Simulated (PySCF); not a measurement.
# C2H6AsGa: the cost of one run

Programs: PySCF 2.14.0, with density-fitted response routines of our own. Each step states its level of theory. These are calculated values for one molecule in the gas phase, unless marked as measured. Atoms are numbered from 0 throughout.

## (1) Starting geometry

10 atoms, charge 0, multiplicity 1; geometry from: PBE0-D3(BJ)/def2-SVP.

Bonds of the start (Å): C0–C1 1.22, C1–Ga2 1.95, Ga2–As3 2.64, C0–H4 1.08, Ga2–H5 1.57, Ga2–H6 1.57, As3–H7 1.51, As3–H8 1.51, As3–H9 1.51.

## (2) Nuclear shieldings: HF/pcSseg-2

Job settings and geometry (Å):

```
{"job": {"kind": "nmr", "xc": "HF", "basis": "pcSseg-2", "pop": false}, "charge": 0, "multiplicity": 1}
C      2.118838    -1.452556    -0.417403
C      1.594366    -0.353406    -0.327986
Ga     0.658871     1.345300    -0.166934
As    -1.564613     0.013947     0.319722
H      2.598376    -2.412143    -0.497386
H      0.254743     2.067670    -1.498860
H      0.805339     2.110187     1.194714
H     -1.973433    -1.000121    -0.720835
H     -1.502981    -0.926445     1.499362
H     -2.939267     0.586481     0.594459
```

With the program's defaults for keys left out, this is: GIAO HF/pcSseg-2 NMR shielding, non-relativistic, gas phase.

On the command line:

```sh
OMP_NUM_THREADS=1 python probes_run.py task.json out
```

One launch serves the whole session: the jobs run in the order shown.

**Question.** How long does this first job take on 1 thread of Arm Neoverse V1, shared host, and how much memory does it need?

About 35 s, with a peak of 1.2 GiB.
